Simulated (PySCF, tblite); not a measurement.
# C5H9NO2Si: geometry, infrared bands and NMR shifts

Aim: predict the infrared bands and NMR shifts of C5H9NO2Si (`C=NC(=C)O[SiH2]C(C)=O`).

Computed with tblite 0.8.0 and PySCF 2.14.0, with density-fitted response routines of our own, on a single molecule in the gas phase. Atoms count from 0, in the outputs and in this text.

### Step 1. Starting geometry

18 atoms, charge 0, multiplicity 1; geometry from: force field or distance geometry start.

Bonds of the start (Å): C0–N1 1.29, N1–C2 1.38, C2–C3 1.35, C2–O4 1.38, O4–Si5 1.66, Si5–C6 1.90, C6–C7 1.50, C6–O8 1.23, C0–H9 1.12, C0–H10 1.10, C3–H11 1.10, C3–H12 1.07, Si5–H13 1.49, Si5–H14 1.49, C7–H15 1.09, C7–H16 1.09, C7–H17 1.09.

### Step 2. Relaxing the molecule with GFN2-xTB

The job: settings as JSON, then the geometry in Å.

```
{"job": {"kind": "relax", "xc": "GFN2-xTB", "basis": "xTB"}, "charge": 0, "multiplicity": 1}
C     -1.329100     1.601500     0.145500
N     -1.077800     0.718400    -0.763800
C     -1.574400    -0.529700    -0.470000
C     -2.815300    -0.848900    -0.889200
O     -0.862700    -1.480200     0.233700
Si     0.798400    -1.484200     0.250300
C      1.614400     0.159500     0.732900
C      2.552600     0.798400    -0.245900
O      1.353100     0.631100     1.836400
H     -1.918300     1.398200     1.071500
H     -0.973700     2.632800     0.012600
H     -3.230000    -1.839000    -0.664800
H     -3.428700    -0.157700    -1.433900
H      1.304600    -1.920400    -1.086300
H      1.240900    -2.557200     1.179800
H      2.023000     0.997700    -1.177700
H      2.907600     1.747200     0.158800
H      3.406700     0.139000    -0.428300
```

Launch:

```console
$ OMP_NUM_THREADS=1 python probes_run.py task.json out
```

One launch serves the whole session: the jobs run in the order shown.

What it wrote:

```text
step      E/eV     max force
  0    -762.83969    3.216
  1    -763.00204    2.440
  2    -763.10066    0.805
  3    -763.13100    0.421
  4    -763.15305    0.404
  5    -763.16706    0.357
  6    -763.18641    0.355
  7    -763.20439    0.347
  8    -763.21703    0.304
  9    -763.22855    0.377
 10    -763.23781    0.267
 11    -763.24552    0.200
 12    -763.25198    0.230
 13    -763.25800    0.228
 14    -763.26334    0.159
 15    -763.26729    0.148
 16    -763.27068    0.136
 17    -763.27416    0.174
 18    -763.27789    0.142
 19    -763.28127    0.125
 20    -763.28405    0.124
 21    -763.28666    0.126
 22    -763.28933    0.134
 23    -763.29174    0.116
 24    -763.29366    0.136
 25    -763.29540    0.136
 26    -763.29742    0.120
 27    -763.29986    0.117
 28    -763.30250    0.117
 29    -763.30503    0.121
 30    -763.30742    0.105
 31    -763.30979    0.148
 32    -763.31234    0.182
 33    -763.31538    0.184
 34    -763.31918    0.179
 35    -763.32298    0.238
 36    -763.32597    0.249
 37    -763.33009    0.155
 38    -763.33357    0.146
 39    -763.33602    0.172
 40    -763.33946    0.151
 41    -763.34218    0.114
 42    -763.34449    0.095
 43    -763.34628    0.102
 44    -763.34805    0.120
 45    -763.34953    0.105
 46    -763.35056    0.088
 47    -763.35125    0.082
 48    -763.35166    0.131
 49    -763.35221    0.058
 50    -763.35269    0.041
 51    -763.35306    0.055
 52    -763.35366    0.065
 53    -763.35440    0.070
 54    -763.35517    0.065
 55    -763.35572    0.057
 56    -763.35611    0.050
 57    -763.35650    0.059
 58    -763.35694    0.058
 59    -763.35737    0.049
 60    -763.35779    0.051
 61    -763.35827    0.066
 62    -763.35891    0.070
 63    -763.35966    0.060
 64    -763.36033    0.050
 65    -763.36086    0.059
 66    -763.36136    0.053
 67    -763.36193    0.053
 68    -763.36247    0.048
 69    -763.36286    0.045
 70    -763.36314    0.045
 71    -763.36341    0.049
 72    -763.36366    0.038
 73    -763.36383    0.028
 74    -763.36395    0.030
 75    -763.36408    0.035
 76    -763.36429    0.040
 77    -763.36457    0.039
 78    -763.36484    0.039
 79    -763.36504    0.031
 80    -763.36522    0.031
 81    -763.36544    0.036
 82    -763.36573    0.037
 83    -763.36604    0.036
 84    -763.36636    0.047
 85    -763.36682    0.056
 86    -763.36765    0.081
 87    -763.36910    0.112
 88    -763.37090    0.116
 89    -763.37229    0.070
 90    -763.37292    0.035
 91    -763.37309    0.026
 92    -763.37320    0.034
 93    -763.37329    0.021
 94    -763.37337    0.023
 95    -763.37346    0.022
 96    -763.37355    0.026
 97    -763.37370    0.031
 98    -763.37383    0.024
 99    -763.37392    0.026
100    -763.37399    0.022
101    -763.37409    0.023
102    -763.37425    0.027
103    -763.37447    0.036
104    -763.37474    0.041
105    -763.37503    0.049
106    -763.37536    0.052
107    -763.37576    0.044
108    -763.37614    0.036
109    -763.37643    0.040
110    -763.37665    0.047
111    -763.37687    0.042
112    -763.37719    0.056
113    -763.37761    0.044
114    -763.37797    0.043
115    -763.37817    0.033
116    -763.37830    0.033
117    -763.37848    0.030
118    -763.37876    0.044
119    -763.37915    0.043
120    -763.37952    0.039
121    -763.37972    0.030
122    -763.37986    0.024
123    -763.37998    0.022
124    -763.38017    0.027
125    -763.38035    0.035
126    -763.38061    0.035
127    -763.38081    0.025
128    -763.38091    0.015
129    -763.38096    0.013
130    -763.38102    0.017
131    -763.38109    0.021
132    -763.38116    0.024
133    -763.38124    0.025
134    -763.38136    0.030
135    -763.38153    0.034
136    -763.38172    0.039
137    -763.38191    0.034
138    -763.38211    0.041
139    -763.38234    0.045
140    -763.38265    0.033
141    -763.38284    0.030
142    -763.38295    0.021
143    -763.38303    0.021
144    -763.38311    0.019
145    -763.38318    0.020
146    -763.38325    0.019
147    -763.38332    0.019
148    -763.38340    0.021
149    -763.38351    0.026
150    -763.38365    0.031
151    -763.38385    0.041
152    -763.38411    0.038
153    -763.38438    0.035
154    -763.38453    0.027
155    -763.38462    0.014
156    -763.38465    0.014
157    -763.38468    0.011
158    -763.38470    0.008
```

It took 0.8 s on 1 thread of AMD EPYC 9R45, shared host.

Step by step: (not every step is listed)

| step | energy from step 0 (eV) | largest force (eV/Å) |
| --- | --- | --- |
| 0 | 0.0000 | 3.2162 |
| 1 | -0.1623 | 2.4396 |
| 2 | -0.2610 | 0.8051 |
| 3 | -0.2913 | 0.4211 |
| 4 | -0.3134 | 0.4035 |
| 5 | -0.3274 | 0.3570 |
| 6 | -0.3467 | 0.3555 |
| 7 | -0.3647 | 0.3473 |
| 8 | -0.3773 | 0.3044 |
| 22 | -0.4496 | 0.1344 |
| 36 | -0.4863 | 0.2493 |
| 50 | -0.5130 | 0.0408 |
| 64 | -0.5206 | 0.0497 |
| 78 | -0.5251 | 0.0394 |
| 92 | -0.5335 | 0.0343 |
| 106 | -0.5357 | 0.0524 |
| 120 | -0.5398 | 0.0390 |
| 134 | -0.5417 | 0.0302 |
| 148 | -0.5437 | 0.0214 |
| 153 | -0.5447 | 0.0354 |
| 154 | -0.5448 | 0.0272 |
| 155 | -0.5449 | 0.0140 |
| 156 | -0.5450 | 0.0141 |
| 157 | -0.5450 | 0.0111 |
| 158 | -0.5450 | 0.0083 |

Close pairs (by a distance rule), those that changed most:

| bond | before (Å) | after (Å) | change (Å) |
| --- | --- | --- | --- |
| C0–N1 | 1.292 | 1.257 | -0.036 |
| Si5–C6 | 1.898 | 1.932 | +0.035 |
| C2–O4 | 1.380 | 1.346 | -0.035 |
| Si5–H14 | 1.487 | 1.454 | -0.033 |
| Si5–H13 | 1.494 | 1.462 | -0.032 |
| C0–H9 | 1.116 | 1.090 | -0.026 |
| O4–Si5 | 1.661 | 1.636 | -0.025 |
| C3–H11 | 1.097 | 1.073 | -0.023 |

The end geometry stands in the next job.

### Step 3. Vibrational analysis with GFN2-xTB

The job: settings as JSON, then the geometry in Å.

```
{"job": {"kind": "ir", "xc": "GFN2-xTB", "basis": "xTB"}, "charge": 0, "multiplicity": 1}
C     -1.261286     1.632377    -0.399987
N     -0.878181     0.473028    -0.697063
C     -1.549591    -0.679659    -0.306663
C     -2.873328    -0.833130    -0.312097
O     -0.717893    -1.696971    -0.016445
Si     0.911923    -1.588247    -0.107905
C      1.488557     0.039400     0.759353
C      2.531106     0.884344     0.077655
O      0.992841     0.362784     1.816207
H     -2.127430     1.853989     0.223918
H     -0.689845     2.469051    -0.775543
H     -3.312143    -1.787215    -0.090393
H     -3.527432    -0.021122    -0.567662
H      1.367610    -1.557403    -1.496762
H      1.278004    -2.769209     0.657098
H      2.181903     1.135037    -0.921197
H      2.734392     1.791343     0.642852
H      3.442034     0.297920    -0.023653
```

What it wrote:

```text
mode    cm-1     km/mol
  1      26.5      1.76
  2      48.8      2.16
  3      70.0      6.34
  4     105.3      4.72
  5     135.3      4.35
  6     144.1      2.86
  7     175.7     13.60
  8     252.3      3.89
  9     274.9      0.89
 10     364.1     11.65
 11     386.9     12.17
 12     418.6      7.31
 13     459.8     36.75
 14     536.3     61.67
 15     583.5      4.02
 16     619.5     18.68
 17     637.8     39.07
 18     679.1      6.34
 19     719.9     97.44
 20     747.0    214.75
 21     750.3     23.22
 22     785.8    215.10
 23     826.2     34.31
 24     905.7     31.44
 25     949.1      1.00
 26     968.5      3.24
 27     972.4     11.90
 28    1019.8    184.58
 29    1136.2     52.80
 30    1146.5     27.48
 31    1243.5    203.34
 32    1353.2     30.44
 33    1367.1     18.09
 34    1414.4      2.91
 35    1450.4     12.24
 36    1453.5     13.19
 37    1653.5    110.84
 38    1720.0     72.84
 39    1728.8    218.74
 40    2266.3    301.19
 41    2347.2    233.85
 42    2941.7     57.13
 43    3023.1     10.86
 44    3029.3      3.22
 45    3038.0     24.01
 46    3070.6     10.86
 47    3136.9      1.18
 48    3175.3     16.28
```

It took 0.47 s on 1 thread of AMD EPYC 9R45, shared host.

Which atoms move in the most intense modes:

| cm⁻¹ | km/mol | atoms |
| --- | --- | --- |
| 747 | 214.8 | H13 50 %, H14 40 % |
| 786 | 215.1 | Si5 28 %, O4 26 %, H14 17 % |
| 1020 | 184.6 | O4 48 %, H12 18 %, C3 16 % |
| 1244 | 203.3 | C2 62 %, O4 18 % |
| 1654 | 110.8 | C2 53 %, C3 36 % |
| 1729 | 218.7 | C6 59 %, O8 39 % |
| 2266 | 301.2 | H13 96 % |
| 2347 | 233.8 | H14 97 % |

### Step 4. NMR shieldings: PBE0/pcSseg-1

The job, as its differences from that of step 3:

```diff
@@ -1,2 +1,2 @@
-{"job": {"kind": "ir", "xc": "GFN2-xTB", "basis": "xTB"}, "charge": 0, "multiplicity": 1}
+{"job": {"kind": "nmr", "xc": "PBE0", "basis": "pcSseg-1"}, "charge": 0, "multiplicity": 1}
 C     -1.261286     1.632377    -0.399987
```

With the program's defaults for keys left out, this is: GIAO PBE0/pcSseg-1 NMR shielding, non-relativistic, gas phase.

What it wrote:

```text
coarse grid: 15872 points
cycle   1  E = -689.7042497285  dE =  1.413e+00  |g| = 9.970e-01  |ddm| = 3.898e+00
cycle   2  E = -689.1404813663  dE =  5.638e-01  |g| = 1.953e+00  |ddm| = 2.605e+00
cycle   3  E = -689.8851888360  dE = -7.447e-01  |g| = 2.785e-01  |ddm| = 2.085e+00
cycle   4  E = -689.8994527009  dE = -1.426e-02  |g| = 1.060e-01  |ddm| = 2.599e-01
cycle   5  E = -689.9013729036  dE = -1.920e-03  |g| = 2.935e-02  |ddm| = 8.090e-02
cycle   6  E = -689.9015468568  dE = -1.740e-04  |g| = 9.826e-03  |ddm| = 2.576e-02
cycle   7  E = -689.9015665788  dE = -1.972e-05  |g| = 3.987e-03  |ddm| = 1.033e-02
cycle   8  E = -689.9015700759  dE = -3.497e-06  |g| = 8.821e-04  |ddm| = 3.635e-03
final grid: 149728 points
cycle   9  E = -689.9741317182  dE = -2.060e-05  |g| = 1.497e-02  |ddm| = 3.064e-02
cycle  10  E = -689.9740223470  dE =  1.094e-04  |g| = 2.843e-02  |ddm| = 2.836e-02
cycle  11  E = -689.9741730969  dE = -1.507e-04  |g| = 3.010e-03  |ddm| = 2.009e-02
cycle  12  E = -689.9741749033  dE = -1.806e-06  |g| = 5.638e-04  |ddm| = 2.383e-03
cycle  13  E = -689.9741749573  dE = -5.403e-08  |g| = 1.805e-04  |ddm| = 5.684e-04
cycle  14  E = -689.9741749637  dE = -6.376e-09  |g| = 5.145e-05  |ddm| = 1.763e-04
cycle  15  E = -689.9741749642  dE = -5.350e-10  |g| = 2.325e-05  |ddm| = 5.802e-05
converged SCF energy = -689.9741749642

GIAO shielding tensors (ppm)
atom      isotropic    diamagn.    paramagn.     s11        s22        s33       span
  0 C       29.519     255.694    -226.175    -60.993     14.553    134.997    195.990
  1 N     -124.309     336.775    -461.083   -428.445   -151.176    206.696    635.141
  2 C       18.566     251.636    -233.071    -87.363     50.572     92.489    179.852
  3 C      105.809     253.503    -147.694     35.733    110.000    171.692    135.959
  4 O      220.432     396.787    -176.354    156.665    235.342    269.290    112.625
  5 Si     404.731     881.792    -477.061    355.778    412.241    446.174     90.397
  6 C      -58.986     256.080    -315.065   -162.201   -115.559    100.803    263.004
  7 C      146.770     253.068    -106.298    116.715    135.699    187.897     71.182
  8 O     -492.238     404.067    -896.305  -1326.218   -506.443    355.948   1682.166
  9 H       24.011      31.982      -7.971     21.369     24.438     26.225      4.856
 10 H       24.716      32.505      -7.788     22.816     23.933     27.399      4.583
 11 H       27.606      29.263      -1.657     24.943     26.302     31.574      6.631
 12 H       27.598      30.556      -2.958     24.883     26.551     31.360      6.478
 13 H       26.435      30.579      -4.145     23.493     24.959     30.851      7.357
 14 H       27.183      29.922      -2.739     23.754     25.955     31.840      8.086
 15 H       28.826      32.272      -3.446     26.754     29.006     30.718      3.965
 16 H       29.606      29.980      -0.374     27.156     27.836     33.826      6.670
 17 H       29.405      28.690       0.715     26.594     29.275     32.347      5.752
```

It took 28 s on 1 thread of AMD EPYC 9R45, shared host; peak memory 0.92 GiB.

The references, computed at this level on geometries of the same kind, shield at (ppm): ¹H TMS 31.72, ¹³C TMS 186.9, ²⁹Si TMS 349.2, ¹⁵N NH3 267.7, ¹⁷O H2O 336.1. Their shielding less the atom's gives the shift. The references are single molecules in the gas phase, so shifts against H2O, NH3, PH3, H3PO4 or CFCl3 are not on the usual liquid scales and can be off by tens of ppm. Atoms listed in one row are averaged.

| atoms | environment | σ (ppm) | δ (ppm) | δ scaled to CDCl3 |
| --- | --- | --- | --- | --- |
| C6 | carbonyl carbon | -59.0 | 245.9 | 238.1 |
| C2 | alkene carbon bearing oxygen | 18.6 | 168.4 | 162.4 |
| C0 | C=N carbon | 29.5 | 157.4 | 151.7 |
| C3 | β carbon of an enol-ether or enamine type C=C | 105.8 | 81.1 | 77.3 |
| C7 | methyl carbon α to a carbonyl | 146.8 | 40.2 | 37.3 |
| H9 | hydrogen on a C=N carbon | 24.01 | 7.71 | 7.37 |
| H10 | hydrogen on a C=N carbon | 24.72 | 7.00 | 6.71 |
| H13, H14 | hydrogen on a silicon bonded to C, O | 26.81 | 4.91 | – |
| H12 | hydrogen on a β carbon of an enol-ether or enamine type C=C | 27.60 | 4.12 | 3.99 |
| H11 | hydrogen on a β carbon of an enol-ether or enamine type C=C | 27.61 | 4.11 | 3.98 |
| H15, H16, H17 | hydrogen on a methyl carbon α to a carbonyl | 29.28 | 2.44 | 2.40 |
| N1 | imine nitrogen | -124.3 | 392.0 | – |
| O8 | carbonyl oxygen | -492.2 | 828.3 | – |
| O4 | oxygen bonded to C, Si | 220.4 | 115.6 | – |
| Si5 | silicon bonded to C, O, 2 H | 404.7 | -55.6 | – |

The scaled column applies a straight-line fit of computed shieldings to shifts measured in CDCl3 (root-mean-square error 0.16 ppm for H, 1.9 ppm for C).

Charges from the same density, by scheme (e):

| atoms | Mulliken | IAO | Hirshfeld | ESP fit |
| --- | --- | --- | --- | --- |
| C0 | 0.06 | -0.08 | 0.04 | 0.11 |
| N1 | -0.50 | -0.26 | -0.12 | -0.45 |
| C2 | 0.35 | 0.30 | 0.11 | 0.62 |
| C3 | -0.16 | -0.41 | -0.15 | -0.73 |
| O4 | -0.59 | -0.58 | -0.19 | -0.42 |
| Si5 | 0.83 | 0.93 | 0.38 | 0.51 |
| C6 | -0.08 | 0.14 | 0.08 | 0.41 |
| C7 | -0.25 | -0.48 | -0.13 | -0.39 |
| O8 | -0.35 | -0.40 | -0.23 | -0.44 |

Mayer bond orders: C0–N1 1.90, N1–C2 1.01, C2–C3 1.82, C2–O4 0.98, O4–Si5 0.93, Si5–C6 0.80, C6–C7 0.99, C6–O8 1.93.

The fields below are evaluated on a grid from the run's orbitals.

Frontier orbitals at PBE0/pcSseg-1, with the share of their density that lies nearest to each atom:

| orbital | energy (eV) | lies on |
| --- | --- | --- |
| HOMO | -6.61 | O8 32 %; C3 14 %; C6 10 % |
| LUMO | -1.75 | C0 25 %; N1 18 %; C6 10 % |

ELF in a plane through or near 9 of the atoms.

Values, 10 rows by 14 columns:
```
0.00 0.00 0.00 0.00 0.00 0.00 0.00 0.00 0.00 0.00 0.00 0.00 0.00 0.00
0.00 0.00 0.00 0.00 0.00 0.00 0.00 0.00 0.00 0.00 0.00 0.00 0.00 0.00
0.00 0.00 0.00 0.00 0.00 0.00 0.17 0.92 0.16 0.21 0.02 0.00 0.00 0.00
0.00 0.00 0.04 0.86 0.50 0.02 0.04 0.80 0.25 0.94 0.09 0.01 0.00 0.00
0.00 0.00 0.06 0.71 0.23 0.34 0.03 0.74 0.71 0.04 0.77 0.99 0.25 0.00
0.00 0.00 0.92 0.99 0.57 0.66 0.62 0.08 0.50 0.51 0.69 0.64 0.03 0.00
0.00 0.00 0.03 0.10 0.04 0.49 0.77 0.84 0.22 0.14 0.80 1.00 0.25 0.00
0.00 0.00 0.00 0.00 0.07 0.90 0.91 0.15 0.68 0.26 0.01 0.18 0.00 0.00
0.00 0.00 0.00 0.00 0.04 0.91 0.98 0.09 0.00 0.00 0.00 0.00 0.00 0.00
0.00 0.00 0.00 0.00 0.00 0.00 0.00 0.00 0.00 0.00 0.00 0.00 0.00 0.00
```
The map spans 12.2 Å across and 11.1 Å up, centred on the molecule. Atoms in the plane (x, y in Å): C0 (1.0, 1.8), C2 (1.6, -0.4), C3 (3.0, -0.4), O4 (0.9, -1.6), Si5 (-0.7, -1.7), C7 (-2.6, 0.5), H11 (3.5, -1.3), H12 (3.5, 0.5), H17 (-3.4, -0.2).

On the surface of density 0.002 e/bohr³ the electrostatic potential runs, from the 1st to the 99th percentile, from -1.61 V near O8 to 1.36 V near H17.

### Step 5. Outcome

| quantity | value |
| --- | --- |
| strongest single infrared mode (GFN2-xTB) | 2266 cm⁻¹, 301 km/mol |
| zero-point energy (GFN2-xTB) | 80.4 kcal/mol |
| ¹³C shifts against TMS (PBE0/pcSseg-1) | 245.9, 168.4, 157.4, 81.1, 40.2 ppm |
| ¹H shifts against TMS (PBE0/pcSseg-1, means over atoms taken as alike) | 7.71, 7.00, 4.91, 4.12, 4.11, 2.44 ppm |
| ¹⁵N shifts against NH3 (PBE0/pcSseg-1) | 392.0 ppm |
| ¹⁷O shifts against H2O (PBE0/pcSseg-1) | 828.3, 115.6 ppm |
| ²⁹Si shifts against TMS (PBE0/pcSseg-1) | -55.6 ppm |
| surface potential, 1st and 99th percentile | -1.61 V and 1.36 V |

**Reading.** The optimisation took 158 steps and gained 0.545 eV; among the close pairs (by a distance rule), C0–N1 changed most, from 1.292 to 1.257 Å. All 48 modes are real, so the xTB geometry is a minimum. The strongest single mode, at 2266 cm⁻¹, moves mainly H13. Unscaled tight-binding wavenumbers are off by several per cent, some by more. Its intensities can rank the bands wrongly. At PBE0/pcSseg-1: The widest tensor belongs to O8: span 1682 ppm, with a paramagnetic part of -896 ppm. At PBE0/pcSseg-1, counted by nearest atom on the grid, the HOMO lies on O8 32 %; C3 14 %, the LUMO on C0 25 %; N1 18 %.
